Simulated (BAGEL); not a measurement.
**CHFNSi (SMILES N#C[SiH]F) at UHF/3-21G (density fitting with qzvpp-jkfit)**

What is the vertical electron affinity of CHFNSi at UHF/3-21G (density fitting with qzvpp-jkfit)? 

Program for the calculation: BAGEL 1.2.2.

7 further runs of the same task are left out: 6 that didn't finish, 1 set aside as unsound or not needed. Runs told in other sessions of the task aren't counted.

## Step 1: The structure to begin with

The species is CHFNSi (5 atoms), meant as a doublet with charge 0. SMILES: `N#C[SiH]F`. Geometry: relaxed at PBE0-D4/def2-TZVP.

Bond lengths: N1–C2 1.154 Å, C2–Si3 1.837 Å, Si3–F4 1.591 Å, Si3–H5 1.482 Å. Angles: N1–C2–Si3 173.9°, C2–Si3–F4 108.1°, C2–Si3–H5 109.3°, F4–Si3–H5 109.8°.

## Step 2: A single-point energy at UHF/3-21G (density fitting with qzvpp-jkfit)

Contents of input.json:

```json
{ "bagel": [

{
  "title": "molecule",
  "basis": "3-21g",
  "df_basis": "qzvpp-jkfit",
  "angstrom": true,
  "geometry": [
    { "atom": "N", "xyz": [    1.347400,   -1.164000,    1.391300 ] },
    { "atom": "C", "xyz": [    0.713800,   -0.590000,    0.616200 ] },
    { "atom": "Si", "xyz": [   -0.146100,    0.297600,   -0.743500 ] },
    { "atom": "F", "xyz": [   -1.590300,   -0.347100,   -0.917700 ] },
    { "atom": "H", "xyz": [   -0.274900,    1.730000,   -0.387600 ] }
  ]
},
{
  "title": "uhf",
  "nopen": 1
},
{
  "title": "print",
  "file": "orbitals.molden",
  "orbitals": true
}

]}
```

On the command line:

```bash
BAGEL_NUM_THREADS=1 BAGEL input.json > input.out
```

The program printed:

```text
* using 1 threads per process

  ===============================================================
  ===============================================================

  *** Geometry ***

  { "atom" : "N", "xyz" : [      2.546217,     -2.199641,      2.629176 ] },
  { "atom" : "C", "xyz" : [      1.348887,     -1.114938,      1.164449 ] },
  { "atom" : "Si", "xyz" : [     -0.276089,      0.562382,     -1.405011 ] },
  { "atom" : "F", "xyz" : [     -3.005231,     -0.655924,     -1.734202 ] },
  { "atom" : "H", "xyz" : [     -0.519486,      3.269226,     -0.732458 ] },

  Number of auxiliary basis functions:      375

  Since a DF basis is specified, we compute 2- and 3-index integrals:
    o Being stored without compression. Storage requirement is 0.005 GB

  Number of basis functions:       42
  Number of electrons      :       37

    * METHOD: MOLECULE                             0.10

  *** Open-shell HF ***

  === Nuclear Repulsion ===
   130.7648012512

      * DIIS with orbital gradients will be used.

  === UHF iteration (3-21g) ===
      0       -478.47462835          0.07053317           0.04
      1       -478.57437978          0.06220984           0.04
      2       -478.59673509          0.05898966           0.04
      3       -478.69536927          0.00387947           0.04
      4       -478.69622683          0.00128895           0.04
      5       -478.69654032          0.00032863           0.04
      6       -478.69662291          0.00011281           0.04
      7       -478.69668296          0.00008030           0.04
      8       -478.69674752          0.00006737           0.04
      9       -478.69682104          0.00005943           0.04
     10       -478.69695156          0.00004295           0.04
     11       -478.69706207          0.00002998           0.04
     12       -478.69713275          0.00002012           0.04
     13       -478.69717915          0.00001248           0.04
     14       -478.69719919          0.00000913           0.04
     15       -478.69721402          0.00000720           0.04
     16       -478.69722507          0.00000653           0.04
     17       -478.69723303          0.00000584           0.04
     18       -478.69723788          0.00000563           0.04
     19       -478.69723945          0.00000563           0.04
     20       -478.69723979          0.00000563           0.04
     21       -478.69723974          0.00000564           0.04
     22       -478.69723964          0.00000565           0.04
     23       -478.69724208          0.00000543           0.04
     24       -478.69724850          0.00000446           0.04
     25       -478.69725011          0.00000325           0.04
     26       -478.69724980          0.00000227           0.04
     27       -478.69725021          0.00000156           0.04
     28       -478.69725026          0.00000091           0.04
     29       -478.69725041          0.00000026           0.04
     30       -478.69725041          0.00000012           0.04
     31       -478.69725041          0.00000006           0.04
     32       -478.69725041          0.00000005           0.04
     33       -478.69725041          0.00000005           0.04
     34       -478.69725041          0.00000005           0.04
     35       -478.69725041          0.00000005           0.04
     36       -478.69725041          0.00000005           0.04
     37       -478.69725041          0.00000004           0.04
     38       -478.69725041          0.00000003           0.04
     39       -478.69725041          0.00000001           0.04
     40       -478.69725041          0.00000001           0.04
    * SCF iteration converged.

    * S^2 (UHF) is 0.8201

    * Permanent dipole moment:
           (   -0.106625,    -0.836140,     0.886956) a.u.

    * METHOD: UHF                                  1.67

    * METHOD: PRINT                                0.01

  ===============================================================
```

Run time: 1.9 s. Hardware: 1 thread of Arm Neoverse V1, shared host.

## Step 3: The singlet anion

input.json, as its differences from that of step 2:

```diff
@@ -6,3 +6,3 @@
   "df_basis": "qzvpp-jkfit",
-  "angstrom": true,
+  "angstrom": "true",
   "geometry": [
@@ -15,11 +15,4 @@
 },
-{
-  "title": "uhf",
-  "nopen": 1
-},
-{
-  "title": "print",
-  "file": "orbitals.molden",
-  "orbitals": true
-}
+{ "title": "hf", "charge": -1 },
+{ "title": "print", "file": "orbitals.molden", "orbitals": "true" }
```

On the command line:

```bash
BAGEL_NUM_THREADS=1 BAGEL input.json > input.out
```

The program printed:

```text
* using 1 threads per process

  ===============================================================
  ===============================================================

  *** Geometry ***

  { "atom" : "N", "xyz" : [      2.546217,     -2.199641,      2.629176 ] },
  { "atom" : "C", "xyz" : [      1.348887,     -1.114938,      1.164449 ] },
  { "atom" : "Si", "xyz" : [     -0.276089,      0.562382,     -1.405011 ] },
  { "atom" : "F", "xyz" : [     -3.005231,     -0.655924,     -1.734202 ] },
  { "atom" : "H", "xyz" : [     -0.519486,      3.269226,     -0.732458 ] },

  Number of auxiliary basis functions:      375

  Since a DF basis is specified, we compute 2- and 3-index integrals:
    o Being stored without compression. Storage requirement is 0.005 GB

  Number of basis functions:       42
  Number of electrons      :       37

    * METHOD: MOLECULE                             0.10

  *** RHF ***

  === Nuclear Repulsion ===
   130.7648012512

      * DIIS with orbital gradients will be used.

  === RHF iteration (3-21g) ===
      0       -478.52855087          0.03371530           0.02
      1       -478.62686274          0.02678760           0.02
      2       -478.71330602          0.00360599           0.02
      3       -478.71597453          0.00152176           0.02
      4       -478.71657719          0.00030504           0.02
      5       -478.71662154          0.00013186           0.02
      6       -478.71663069          0.00006121           0.02
      7       -478.71663337          0.00002388           0.02
      8       -478.71663374          0.00001315           0.02
      9       -478.71663383          0.00000666           0.02
     10       -478.71663385          0.00000222           0.02
     11       -478.71663385          0.00000109           0.02
     12       -478.71663385          0.00000032           0.02
     13       -478.71663385          0.00000014           0.02
     14       -478.71663385          0.00000007           0.02
     15       -478.71663385          0.00000003           0.02
     16       -478.71663385          0.00000002           0.02
     17       -478.71663385          0.00000001           0.02
    * SCF iteration converged.

    * Permanent dipole moment:
           (    0.641864,    -0.165745,    -0.400461) a.u.

    * METHOD: HF                                   0.44

    * METHOD: PRINT                                0.01

  ===============================================================
```

It took 0.67 s on 1 thread of Arm Neoverse V1, shared host.

## Step 4: What came out

Level: UHF/3-21G (density fitting with qzvpp-jkfit).

| quantity | value |
| --- | --- |
| doublet CHFNSi: total energy | -478.69725 Eh |
| doublet CHFNSi: dipole moment | 3.11 D |
| doublet CHFNSi: ⟨S²⟩ | 0.820 |
| singlet anion: total energy | -478.71663 Eh |
| singlet anion: HOMO energy | -1.26 eV |
| singlet anion: LUMO energy | 9.12 eV |
| singlet anion: HOMO–LUMO gap (to an unbound level, set by the basis) | 10.38 eV |
| vertical electron affinity (to the singlet anion) | 0.527 eV |

**Reading.** At fixed nuclei the extra electron is bound by 0.53 eV (50.9 kJ/mol). The basis has no diffuse functions, so the error can be as large as this value.
